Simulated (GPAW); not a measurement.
# MoSe (Fm-3m) in GPAW: a series of runs

The runs below take MoSe through single point, with PBE, PBE+U.

Program: GPAW 26.7.0. These are calculated values, not measurements. Logs are shortened: lines on timing, memory, paths and dates and some standing lists are left out, and cuts for length are marked. The log counts tension as positive stress, the text compression.

## Step 1: Starting point

Symmetry: Fm-3m, No. 225, cubic system. Conventional cell: a = 5.786 Å, b = 5.786 Å, c = 5.786 Å, α = 90.00°, β = 90.00°, γ = 90.00°. Mo (site symmetry m-3m) has 6 Se at 2.89 Å as nearest neighbours. Se (site symmetry m-3m) is surrounded by 6 Mo at 2.89 Å.

The cell was built by a generator and needn't be a form met in nature.

## Step 2: Single point, PBE

Contents of run.py:

```python
from ase.dft.bandgap import bandgap
from ase.io import read, write
from ase.units import Bohr, GPa
from gpaw import GPAW, PW
from gpaw.elf import elf_from_dft_calculation

atoms = read('MoSe.xyz')

calc = GPAW(mode=PW(600),
            xc='PBE',
            kpts={'size': (8, 8, 8), 'gamma': True},
            occupations={'name': 'fermi-dirac', 'width': 0.05},
            nbands=20,
            convergence={'density': 1e-05, 'energy': 1e-05},
            maxiter=150,
            txt='gpaw.txt')
atoms.calc = calc
energy = atoms.get_potential_energy()
forces = atoms.get_forces()
stress = atoms.get_stress()
calc.write('gs.gpw')
write('result.traj', atoms)
print(f'Energy: {energy:.6f} eV')
print('Forces (eV/A):')
print(forces.round(4))
print('Stress (GPa):', (stress / GPa).round(3))
print('Fermi level:', round(calc.get_fermi_level(), 4), 'eV')
print(f'Gap: {bandgap(calc)[0]:.4f} eV, direct: {bandgap(calc, direct=True)[0]:.4f} eV')

# fields on the real-space grid
write('density.cube', atoms, data=calc.get_pseudo_density() * Bohr**3)
write('potential.cube', atoms, data=calc.get_electrostatic_potential())
write('elf.cube', atoms, data=elf_from_dft_calculation(calc).data)
```

Contents of MoSe.xyz:

```xyz
2
Lattice="0.0000000000 2.8928795100 2.8928795100 2.8928795100 0.0000000000 2.8928795100 2.8928795100 2.8928795100 0.0000000000" Properties=species:S:1:pos:R:3 pbc="T T T"
Mo     0.0000000000      0.0000000000      0.0000000000
Se     2.8928795100      2.8928795100      2.8928795100
```

Potentials or basis: GPAW PAW data sets (gpaw-data 1.2.1), pw.

Launch:

```
$ OMP_NUM_THREADS=1 python run.py
```

gpaw.txt:

```text
__  _  _
 | _ |_)|_||  |
 |__||  | ||/\| - 26.7.0

Input parameters:
  mode=PW(ecut=600.0),
  convergence={'density': 1e-05, 'energy': 1e-05},
  kpts=MonkhorstPack(size=(8, 8, 8), gamma=True),
  maxiter=150,
  nbands=20,
  occupations=Occupations(name='fermi-dirac', width=0.05),
  xc=XC(name='PBE')

Diagonalizing LCAO Hamiltonian
Converting LCAO to pw mode

                Se

       Mo

Atoms  # Å, Bohr magnetons
|   | symbol |        x |        y |        z |    initial magnetic moments |
|---|--------|----------|----------|----------|-----------------------------|
| 0 |     Mo | 0.000000 | 0.000000 | 0.000000 | ( 0.0000,  0.0000,  0.0000) |
| 1 |     Se | 2.892880 | 2.892880 | 2.892880 | ( 0.0000,  0.0000,  0.0000) |

Unit cell  # Å
| periodic |        x |        y |        z |  lengths |    angles |
|----------|----------|----------|----------|----------|-----------|
|      yes | 0.000000 | 2.892880 | 2.892880 | 4.091149 | 60.000000 |
|      yes | 2.892880 | 0.000000 | 2.892880 | 4.091149 | 60.000000 |
|      yes | 2.892880 | 2.892880 | 0.000000 | 4.091149 | 60.000000 |

Number of symmetries: 48
Symmetry operations  # r_c * U_cc + t_c -> r_c
|    | kind |            matrix            |
|----|------|------------------------------|
|  0 |  σ   |  1, 0, 0,  1, 0,-1,  1,-1, 0 |
|  1 |  C2  |  1, 0, 0,  1,-1, 0,  1, 0,-1 |
|  2 |  E   |  1, 0, 0,  0, 1, 0,  0, 0, 1 |
|  3 |  σ   |  1, 0, 0,  0, 0, 1,  0, 1, 0 |
|  4 |  C4  |  1, 0,-1,  1, 0, 0,  1,-1, 0 |
|  5 |  S6  |  1, 0,-1,  1,-1, 0,  1, 0, 0 |
|  6 |  σ   |  1, 0,-1,  0, 1,-1,  0, 0,-1 |
|  7 |  C3  |  1, 0,-1,  0, 0,-1,  0, 1,-1 |
|  8 |  S6  |  1,-1, 0,  1, 0, 0,  1, 0,-1 |
|  9 |  C4  |  1,-1, 0,  1, 0,-1,  1, 0, 0 |
| 10 |  C3  |  1,-1, 0,  0,-1, 1,  0,-1, 0 |
| 11 |  σ   |  1,-1, 0,  0,-1, 0,  0,-1, 1 |
| 12 |  σ   |  0, 1, 0,  1, 0, 0,  0, 0, 1 |
| 13 |  C4  |  0, 1, 0,  0, 1,-1, -1, 1, 0 |
| 14 |  C3  |  0, 1, 0,  0, 0, 1,  1, 0, 0 |
| 15 |  S6  |  0, 1, 0, -1, 1, 0,  0, 1,-1 |
| 16 |  C2  |  0, 1,-1,  1, 0,-1,  0, 0,-1 |
| 17 |  σ   |  0, 1,-1,  0, 1, 0, -1, 1, 0 |
| 18 |  S4  |  0, 1,-1,  0, 0,-1,  1, 0,-1 |
| 19 |  C4  |  0, 1,-1, -1, 1, 0,  0, 1, 0 |
| 20 |  C3  |  0, 0, 1,  1, 0, 0,  0, 1, 0 |
| 21 |  σ   |  0, 0, 1,  0, 1, 0,  1, 0, 0 |
| 22 |  S6  |  0, 0, 1,  0,-1, 1, -1, 0, 1 |
| 23 |  C4  |  0, 0, 1, -1, 0, 1,  0,-1, 1 |
| 24 |  S4  |  0, 0,-1,  1, 0,-1,  0, 1,-1 |
| 25 |  C3  |  0, 0,-1,  0, 1,-1,  1, 0,-1 |
| 26 |  C2  |  0, 0,-1,  0,-1, 0, -1, 0, 0 |
| 27 |  S6  |  0, 0,-1, -1, 0, 0,  0,-1, 0 |
| 28 |  S4  |  0,-1, 1,  1,-1, 0,  0,-1, 0 |
| 29 |  C4  |  0,-1, 1,  0, 0, 1, -1, 0, 1 |
| 30 |  C2  |  0,-1, 1,  0,-1, 0,  1,-1, 0 |
| 31 |  σ   |  0,-1, 1, -1, 0, 1,  0, 0, 1 |
| 32 |  C3  |  0,-1, 0,  1,-1, 0,  0,-1, 1 |
| 33 |  S6  |  0,-1, 0,  0, 0,-1, -1, 0, 0 |
| 34 |  S4  |  0,-1, 0,  0,-1, 1,  1,-1, 0 |
| 35 |  C2  |  0,-1, 0, -1, 0, 0,  0, 0,-1 |
| 36 |  C2  | -1, 1, 0,  0, 1, 0,  0, 1,-1 |
| 37 |  S6  | -1, 1, 0,  0, 1,-1,  0, 1, 0 |
| 38 |  S4  | -1, 1, 0, -1, 0, 1, -1, 0, 0 |
| 39 |  C3  | -1, 1, 0, -1, 0, 0, -1, 0, 1 |
| 40 |  S6  | -1, 0, 1,  0, 0, 1,  0,-1, 1 |
| 41 |  C2  | -1, 0, 1,  0,-1, 1,  0, 0, 1 |
| 42 |  C3  | -1, 0, 1, -1, 1, 0, -1, 0, 0 |
| 43 |  S4  | -1, 0, 1, -1, 0, 0, -1, 1, 0 |
| 44 |  C2  | -1, 0, 0,  0, 0,-1,  0,-1, 0 |
| 45 |  i   | -1, 0, 0,  0,-1, 0,  0, 0,-1 |
| 46 |  σ   | -1, 0, 0, -1, 1, 0, -1, 0, 1 |
| 47 |  C2  | -1, 0, 0, -1, 0, 1, -1, 1, 0 |

BZ-sampling:
  Number of BZ points: 512
  Number of IBZ points: 29

  Monkhorst-Pack size: [8, 8, 8]
  Monkhorst-Pack shift: [0.0625, 0.0625, 0.0625]

K-points  # in reciprocal-cell coordinates
|     |                                coordinates |     weight |
|-----|--------------------------------------------|------------|
|   0 | (  0.00000000,   0.00000000,   0.00000000) | 0.00195312 |
|   1 | (  0.12500000,   0.12500000,   0.00000000) | 0.01171875 |
|   2 | (  0.12500000,   0.12500000,   0.12500000) | 0.01562500 |
|   3 | (  0.25000000,   0.12500000,   0.12500000) | 0.02343750 |
|   4 | (  0.25000000,   0.25000000,   0.00000000) | 0.01171875 |
|   5 | (  0.25000000,   0.25000000,   0.12500000) | 0.04687500 |
|   6 | (  0.25000000,   0.25000000,   0.25000000) | 0.01562500 |
|   7 | (  0.37500000,   0.25000000,  -0.37500000) | 0.04687500 |
|   8 | (  0.37500000,   0.25000000,   0.12500000) | 0.04687500 |
|   9 | (  0.37500000,   0.25000000,   0.25000000) | 0.04687500 |
| ... |                                            |            |
|  28 | (  0.50000000,   0.50000000,   0.50000000) | 0.00781250 |

Plane wave coefficients: 1639
Cutoff: 600.0 eV

Spin-components: 1 (collinear spins)
Bands:           20
Projectors:      11
Spin-degeneracy: 2
Datatype:        complex128

Parallelization:
  kpt:    1
  domain: 1
  band:   1

Density:
  Valence electrons: 20.0
  Components: 1
  Grid points: [24 24 24]
  Charge: 0.0  # |e|

Potential:
  Grid points: [24 24 24]

species:
  Mo:
    name:    Molybdenum
    Z:       42.0
    valence: 14
    core:    28
    charge:  0.0  # [|e|]
    compensation charges:
      type: gauss
      rc: 0.38  # [Å]
      lmax: 2
    cutoffs:
      filter: 2.16  # [Å]
      core: 1.42  # [Å]
    projectors
    | kind |    occ | energy [eV] | rcut [Å] |
    |------|--------|-------------|----------|
    |   4s |  2.000 |     -64.307 |    1.238 |
    |   5s |  1.000 |      -4.084 |    1.238 |
    |   4p |  6.000 |     -38.491 |    1.296 |
    |   5p |  0.000 |      -1.044 |    1.296 |
    |   4d |  5.000 |      -3.754 |    1.296 |
    |    d |        |      23.458 |    1.296 |

    Using partial waves for Mo as LCAO basis

  Se:
    name:    Selenium
    Z:       34.0
    valence: 6
    core:    28
    charge:  0.0  # [|e|]
    compensation charges:
      type: gauss
      rc: 0.27  # [Å]
      lmax: 2
    cutoffs:
      filter: 1.77  # [Å]
      core: 2.67  # [Å]
    projectors
    | kind |    occ | energy [eV] | rcut [Å] |
    |------|--------|-------------|----------|
    |   4s |  2.000 |     -17.277 |    0.847 |
    |   4p |  4.000 |      -6.512 |    1.005 |
    |    s |        |       9.935 |    0.847 |
    |    p |        |      20.699 |    1.005 |
    |    d |        |       0.000 |    0.847 |

    Using partial waves for Se as LCAO basis

Reference energy: -176237.604762  # eV

eigensolver:
  PPCG
  Converge bands: occupied
  niter=2

density mixing:
  MSR1-Mixer
  Pratt-step length: 0.05
  Maximum mixing coefficient: 0.75
  Old densities: 10
  SVD Regularization: 0.005
  Good broyden scale: 1.0
  Trust region scale: 1.0
  Backstep threshold: 4.0
  History deletion threshold: 6.0
  Fourier metric: weight=20.0, sigma=0.015

occupation numbers:
  Fermi-Dirac:
    width: 0.0500  # eV

poisson solver:
  ecut: 4800.0  # eV

xc functional:
  name: PBE with 2 nearest neighbor stencil

convergence criteria:
[... 6 lines left out ...]
|iter     | |      energy | eigst |  dens |
|---------|-|-------------|-------|-------|
|iter:   1| |  -13.187222 | +0.22 |       |
|iter:   2| |  -12.957789 | -1.94 | -1.10 |
|iter:   3| |  -12.527257 | -1.41 | -1.18 |
|iter:   4| |  -12.525684 | -3.24 | -1.75 |
|iter:   5| |  -12.528385 | -3.15 | -1.98 |
|iter:   6| |  -12.528691 | -4.20 | -2.46 |
|iter:   7| |  -12.528664 | -5.65 | -3.31 |
|iter:   8| |  -12.528664c| -6.93 | -4.05 |
|iter:   9| |  -12.528664c| -7.55c| -4.80 |
|iter:  10| |  -12.528663c| -8.16c| -5.37c|

Converged in 10 steps
Energy contributions relative to reference atoms: (reference = -176237.604762)

Energy contributions:
  Kinetic:         -26.642505
  Coulomb:          19.792919
  Zero:             -0.425038
  External:          0.000000
  Xc:               -5.230043
  Entropy:          -0.047992
  Spinorbit:         0.000000
  ----------------------------
  Free energy:     -12.552660
  Extrapolated:    -12.528663

dipole moment: (-21.380057, -21.380057, -21.380057)  # |e|*Ang

Fermi level: 7.178
Eigenvalues  # (at kpt = [0.000, 0.000, 0.000])
| band index |      eig [eV] | occ [0-2] |
|------------|---------------|-----------|
|          0 |       -54.139 |     2.000 |
|        ... |               |           |
|          5 |         5.218 |     2.000 |
|          6 |         5.218 |     2.000 |
|          7 |         5.218 |     2.000 |
|          8 |         6.113 |     2.000 |
|          9 |         6.113 |     2.000 |
|         10 |         6.113 |     2.000 |
|         11 |         6.291 |     2.000 |
|         12 |         6.291 |     2.000 |
|         13 |         8.036 |     0.000 |
|         14 |        15.584 |     0.000 |
|         15 |        17.278 |     0.000 |
|         16 |        17.278 |     0.000 |
|         17 |        17.278 |     0.000 |
|         18 |        19.118 |     0.000 |
|         19 |        19.118 |     0.000 |

No gap
No difference between direct/indirect transitions

Forces  # eV/Ang
|       x |        y |       z |
|---------|----------|---------|
| 0.00000 | -0.00000 | 0.00000 |  # Mo   0
| 0.00000 |  0.00000 | 0.00000 |  # Se   1

Stress tensor  # eV/Ang^3
|        x |         y |         z |
|----------|-----------|-----------|
| 0.126765 |  0.000000 |  0.000000 |
| 0.000000 |  0.126765 | -0.000000 |
| 0.000000 | -0.000000 |  0.126765 |

# Writing to gs.gpw (mode='')
```

Wall time 8.1 s (1 thread of AMD EPYC 9R45 (Zen 5), shared host); peak memory 0.17 GiB.

What came out:

```yaml
Free_energy: -12.5527 eV
Pressure: -20.3 GPa
Band_gap_on_the_k_mesh: none (metal or under the smearing width)
```

## Step 3: Single point, PBE+U

run.py: that of step 2 with these lines changed.

```diff
@@ -2,5 +2,4 @@
 from ase.io import read, write
-from ase.units import Bohr, GPa
+from ase.units import GPa
 from gpaw import GPAW, PW
-from gpaw.elf import elf_from_dft_calculation
 
@@ -12,2 +11,3 @@
             occupations={'name': 'fermi-dirac', 'width': 0.05},
+            setups={'Mo': ':d,1.0'},
             nbands=20,
@@ -28,6 +28 @@
 print(f'Gap: {bandgap(calc)[0]:.4f} eV, direct: {bandgap(calc, direct=True)[0]:.4f} eV')
-
-# fields on the real-space grid
-write('density.cube', atoms, data=calc.get_pseudo_density() * Bohr**3)
-write('potential.cube', atoms, data=calc.get_electrostatic_potential())
-write('elf.cube', atoms, data=elf_from_dft_calculation(calc).data)
```

MoSe.xyz is that of step 2.

Potentials or basis: GPAW PAW data sets (gpaw-data 1.2.1), pw.

Launch:

```
$ OMP_NUM_THREADS=1 python run.py
```

Run time: 8.6 s. Hardware: 1 thread of AMD EPYC 9R45 (Zen 5), shared host; peak memory 0.17 GiB.

Results (log left out):

- Free energy: -11.3641 eV
- Pressure: -19.6 GPa
- Band gap on the k mesh: none (metal or under the smearing width)

Levels at points of the mesh, in eV from the Fermi level:
```csv
k point,band 6,band 7,band 8,band 9,band 10,band 11,band 12,band 13,band 14,band 15
"(0.00, 0.00, 0.00)",-1.93,-1.93,-1.93,-1.13,-1.13,-1.13,-0.65,-0.65,0.90,8.46
"(0.50, 0.50, 0.00)",-4.76,-3.02,-3.02,-2.05,-0.14,0.22,0.22,0.85,1.70,7.78
"(0.50, 0.50, 0.50)",-5.85,-3.92,-3.92,-0.08,-0.08,0.23,2.64,3.06,3.06,5.88
```

Caveat: U without spin polarisation on a metal has little footing.

## Step 4: Single point, PBE+U

run.py: that of step 3 with these lines changed.

```diff
@@ -11,3 +11,3 @@
             occupations={'name': 'fermi-dirac', 'width': 0.05},
-            setups={'Mo': ':d,1.0'},
+            setups={'Mo': ':d,2.0'},
             nbands=20,
```

MoSe.xyz is that of step 3.

Launch:

```
$ OMP_NUM_THREADS=1 python run.py
```

It took 9.2 s on 1 thread of AMD EPYC 9R45 (Zen 5), shared host; peak memory 0.17 GiB.

The run converged. Its results:

| Quantity | Value |
| --- | --- |
| Free energy | -10.3153 eV |
| Pressure | -17.3 GPa |
| Band gap on the k mesh | none (metal or under the smearing width) |

Levels at points of the mesh, in eV from the Fermi level:
| k point | band 7 | band 8 | band 9 | band 10 | band 11 | band 12 | band 13 | band 14 |
| --- | --- | --- | --- | --- | --- | --- | --- | --- |
| (0.00, 0.00, 0.00) | -1.69 | -1.69 | -1.18 | -1.18 | -1.18 | -0.04 | -0.04 | 1.12 |
| (0.50, 0.50, 0.00) | -2.79 | -2.79 | -2.06 | 0.12 | 0.12 | 0.50 | 1.50 | 1.90 |
| (0.50, 0.50, 0.50) | -3.59 | -3.59 | -0.12 | -0.12 | 0.17 | 2.86 | 3.61 | 3.61 |

Caveat: U without spin polarisation on a metal has little footing.

## Step 5: Single point, PBE+U

run.py: that of step 4 with these lines changed.

```diff
@@ -11,3 +11,3 @@
             occupations={'name': 'fermi-dirac', 'width': 0.05},
-            setups={'Mo': ':d,2.0'},
+            setups={'Mo': ':d,3.0'},
             nbands=20,
```

MoSe.xyz is that of step 4.

Launch:

```
$ OMP_NUM_THREADS=1 python run.py
```

Wall time 9.9 s (1 thread of AMD EPYC 9R45 (Zen 5), shared host); peak memory 0.17 GiB.

The run converged. Its results:

| Property | Result |
| --- | --- |
| Free energy | -9.3891 eV |
| Pressure | -15.6 GPa |
| Band gap on the k mesh | none (metal or under the smearing width) |

Levels at points of the mesh, in eV from the Fermi level:
```csv
k point,band 6,band 7,band 8,band 9,band 10,band 11,band 12,band 13,band 14,band 15
"(0.00, 0.00, 0.00)",-1.41,-1.41,-1.41,-1.18,-1.18,-1.18,0.61,0.61,1.38,8.91
"(0.50, 0.50, 0.00)",-4.28,-2.51,-2.51,-2.02,0.07,0.07,1.18,2.11,2.25,7.98
"(0.50, 0.50, 0.50)",-5.42,-3.24,-3.24,-0.11,-0.11,0.17,3.11,4.23,4.23,6.33
```

Caveat: U without spin polarisation on a metal has little footing.

## Step 6: Overview

```tsv
level	U	gap on the mesh (eV)	pressure (GPa)
PBE	-	none	-20.3
PBE+U	Mo d U = 1 eV	none	-19.6
PBE+U	Mo d U = 2 eV	none	-17.3
PBE+U	Mo d U = 3 eV	none	-15.6
```

Alike in all rows: task single point; potentials or basis GPAW PAW data sets (gpaw-data 1.2.1), pw; no spin polarisation; cell as given; k mesh 8 × 8 × 8; cutoff (eV) 600; smearing fermi-dirac 0.05 eV.

Every run on the cell as given and a fine mesh finds a metal. The pressure there spans -20.3 GPa (PBE) to -15.6 GPa (PBE+U); a positive pressure means that this level wants a larger cell, a negative one a smaller.

Caveats: U without spin polarisation on a metal has little footing (some runs).

Absolute energies hang on the potentials; compare differences alone.
